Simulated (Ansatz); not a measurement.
Run this with Ansatz 0.2.0, Python API and show what comes out.

The script, `geh3te_scan.py`:
```python
'''Stretching a bond of GeH3Te, the rest held rigid.'''

import ansatz as az
import numpy as np

GEOMETRY = '''
Ge   -0.04330   -0.03710   -0.17530
Te    0.96910   -0.17260    2.13620
H    -0.40020    1.49880   -0.53060
H    -1.35190   -0.77040   -0.20950
H     0.87620   -0.59240   -1.26220
'''

system = az.Crystal.molecule()
for line in GEOMETRY.strip().splitlines():
    symbol, *xyz = line.split()
    system = system.atom(symbol, [float(v) for v in xyz])

symbols = [site.symbol for site in system.cartesian_sites]
start = np.array([site.position_ang for site in system.cartesian_sites])
axis = (start[1] - start[0]) / np.linalg.norm(start[1] - start[0])
moving = [1]
lengths, energies = [2.15, 2.32, 2.53, 2.78, 3.16, 3.79, 4.55, 5.56], []
for length in lengths:
    xyz = start.copy()
    xyz[moving] += (length - np.linalg.norm(start[1] - start[0])) * axis
    point = az.Crystal.molecule()
    for symbol, place in zip(symbols, xyz):
        point = point.atom(symbol, place.tolist())
    base = (
        point.calculation()
        .basis(gaussian='def2-SVP')
        .functional('pbe0', dispersion='d3bj')
        .spin('collinear', total=1)
    )
    summary = base.run(threads=1).report
    energies.append(summary['free_energy_ev'])
    print(f'r = {length:6.3f} A  E = {energies[-1]:.5f} eV  <S^2> = {abs(summary["mean_field"]["state"]["spin_squared"]):.3f}')

print('energy above the lowest point (eV):', [round(e - min(energies), 3) for e in energies])
```

```console
$ python geh3te_scan.py
r =  2.150 A  E = -63844.64747 eV  <S^2> = 0.753
r =  2.320 A  E = -63845.69031 eV  <S^2> = 0.753
r =  2.530 A  E = -63846.05343 eV  <S^2> = 0.753
r =  2.780 A  E = -63845.84557 eV  <S^2> = 0.754
r =  3.160 A  E = -63845.08540 eV  <S^2> = 0.763
r =  3.790 A  E = -63843.95914 eV  <S^2> = 1.227
r =  4.550 A  E = -63843.52514 eV  <S^2> = 1.656
r =  5.560 A  E = -63843.41502 eV  <S^2> = 1.746
energy above the lowest point (eV): [1.406, 0.363, 0.0, 0.208, 0.968, 2.094, 2.528, 2.638]
```

Reading the output:
- Total energies depend on the basis set; only differences at equal settings carry meaning.
- The rest of the molecule is held rigid at a force-field or estimated start geometry, and the basis set is modest; single-reference methods fail as a bond breaks.
- def2 sets replace the cores of elements past krypton by effective core potentials.
- The species is open-shell (spin multiplicity 2).
- The expectation value of S² is noticeably off S(S+1) in at least one run, so that state is spin-contaminated.
- Spin-orbit coupling of the heavy open-shell atom is left out.
- Timing: 3.3 min on 1 thread of Arm Neoverse V1 (shared host), peak memory 0.36 GiB.
